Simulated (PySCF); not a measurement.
**GeO+: bond curves at several levels of theory**

One table from this session's results is given with a row withheld; the runs are named, their logs left out.

Program: PySCF 2.14.0. Level of theory: Ge def2-SVP, O def2-SVP, no relativity. These are calculated values, not measurements.

Set-up of the first run:

A driver script around PySCF takes these settings:

```json
{
 "atoms": "Ge, O",
 "charge": "1",
 "basis": "Ge def2-SVP, O def2-SVP",
 "Hamiltonian": "no relativity",
 "basis functions": "46",
 "electrons treated": "39",
 "masses in u": "73.9212, 15.9949",
 "levels": "PBE0, PBE, r²SCAN, TPSS, LDA, PBEsol, ωB97X, HF, MP2, SCS-MP2, CCSD, CCSD(T)",
 "grid": "80 radial by 434 angular points",
 "occupations": "held fixed by the projection of orbital angular momentum",
 "dissociation limit": "Ge+ + O, each in its ground configuration",
 "starting distance in angstrom": "1.860",
 "values of 2S to try": "1, 3"
}
```

On the command line:

```bash
OMP_NUM_THREADS=1 python dia.py task.json out
```

Steps of the session up to this table: The job; PBE0 along the bond; Other states along the same grid; PBE; r²SCAN (meta-GGA); TPSS; LDA; PBEsol; ωB97X (range-separated hybrid); UHF; MP2 and coupled cluster.

One table of the session follows, with a row left open; its other results are not shown here.

It belongs to the step «The curves together». Energy (eV) from each level's lowest point:

| R (Å) | UHF | UHF-MP2 | UHF-SCS-MP2 | UHF-CCSD | UHF-CCSD(T) |
| --- | --- | --- | --- | --- | --- |
| 1.533 | 1.137 | 1.279 | 1.293 | n/a | n/a |
| 1.605 | 0.454 | 0.556 | 0.566 | 0.569 | 0.602 |
| 1.676 | 0.105 | 0.166 | 0.172 | 0.175 | 0.196 |
| 1.730 | 0.002 | 0.032 | 0.035 | 0.037 | 0.048 |
| 1.783 | 0.000 | 0.000 | 0.000 | 0.000 | 0.000 |
| 1.837 | ? | ? | ? | ? | ? |
| 1.908 | 0.261 | 0.199 | 0.192 | 0.181 | 0.150 |
| 1.997 | 0.586 | 0.501 | 0.489 | 0.452 | 0.398 |
| 2.104 | 1.029 | 1.062 | 1.046 | 0.853 | 0.780 |
| 2.247 | 1.442 | 2.162 | 2.134 | n/a | n/a |

Q: Estimate the row for R (Å) = 1.837 from the others.

Worked estimate for «UHF». A straight line through the neighbours (1.783, 0.000) and (1.908, 0.261) gives 0.000 + (0.261 − 0.000) × (1.837 − 1.783) / (1.908 − 1.783) = 0.113; a parabola fitted to 4 rows on both sides gives 0.082.

The run gave: UHF: 0.075; UHF-MP2: 0.046; UHF-SCS-MP2: 0.043; UHF-CCSD: 0.040; UHF-CCSD(T): 0.027. In «UHF» the line misses by +0.038 and the parabola by +0.007.

State 2 has its PBE0 minimum 0.25 eV higher. State 3 has its PBE0 minimum 3.48 eV higher. The other levels ran on the lowest alone.
